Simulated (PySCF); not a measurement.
# SbI: bond curves at several levels of theory

One table from this session's results is given with a row withheld; the runs are named, their logs left out.

Program: PySCF 2.14.0. Level of theory: Sb def2-SVP with ECP28, I def2-SVP with ECP28, scalar-relativistic core potentials. These are calculated values, not measurements.

Set-up of the first run:

Settings of the job:

```json
{
 "atoms": "Sb, I",
 "charge": "0",
 "basis": "Sb def2-SVP with ECP28, I def2-SVP with ECP28",
 "Hamiltonian": "scalar-relativistic core potentials",
 "basis functions": "52",
 "electrons treated": "48",
 "masses in u": "120.9038, 126.9045",
 "levels": "PBE0, PBE, r²SCAN, TPSS, revPBE, r²SCANh, LC-ωPBE, HF, MP2, SCS-MP2, CCSD, CCSD(T)",
 "grid": "80 radial by 434 angular points",
 "occupations": "held fixed by the projection of orbital angular momentum",
 "dissociation limit": "Sb + I, each in its ground configuration",
 "starting distance in angstrom": "2.675",
 "values of 2S to try": "0, 2, 4"
}
```

The run is started by

```console
$ OMP_NUM_THREADS=1 python dia.py task.json out
```

Steps of the session up to this table: Input; The PBE0 curve of the state that the search chose; Other states along the same grid; PBE; r²SCAN; TPSS (meta-GGA); revPBE; r²SCANh; LC-ωPBE; UHF (mean field); MP2 and coupled cluster.

One of the session's tables, all rows but one given; the rest of the session is left out.

It belongs to the step «The curves together». Energy (eV) from each level's lowest point:

| R (Å) | UHF | UHF-MP2 | UHF-SCS-MP2 | UHF-CCSD | UHF-CCSD(T) |
| --- | --- | --- | --- | --- | --- |
| 2.334 | 1.352 | 1.285 | 1.331 | n/a | n/a |
| 2.443 | 0.623 | 0.575 | 0.608 | 0.619 | 0.625 |
| 2.551 | ? | ? | ? | ? | ? |
| 2.633 | 0.062 | 0.049 | 0.058 | 0.061 | 0.063 |
| 2.714 | 0.000 | 0.000 | 0.000 | 0.000 | 0.000 |
| 2.795 | 0.007 | 0.020 | 0.011 | 0.006 | 0.004 |
| 2.904 | 0.090 | 0.123 | 0.104 | 0.089 | 0.084 |
| 3.040 | 0.260 | 0.351 | 0.326 | 0.265 | 0.258 |
| 3.203 | 0.466 | 0.728 | 0.702 | 0.530 | 0.525 |
| 3.420 | 0.659 | 1.135 | 1.101 | n/a | n/a |

**Question.** Estimate the row for R (Å) = 2.551.

Worked estimate for «UHF». A straight line through the neighbours (2.443, 0.623) and (2.633, 0.062) gives 0.623 + (0.062 − 0.623) × (2.551 − 2.443) / (2.633 − 2.443) = 0.304; a parabola fitted to 4 rows on both sides gives 0.203.

**Answer.** UHF: 0.216; UHF-MP2: 0.189; UHF-SCS-MP2: 0.209; UHF-CCSD: 0.215; UHF-CCSD(T): 0.218. In «UHF» the line misses by +0.088 and the parabola by -0.013.
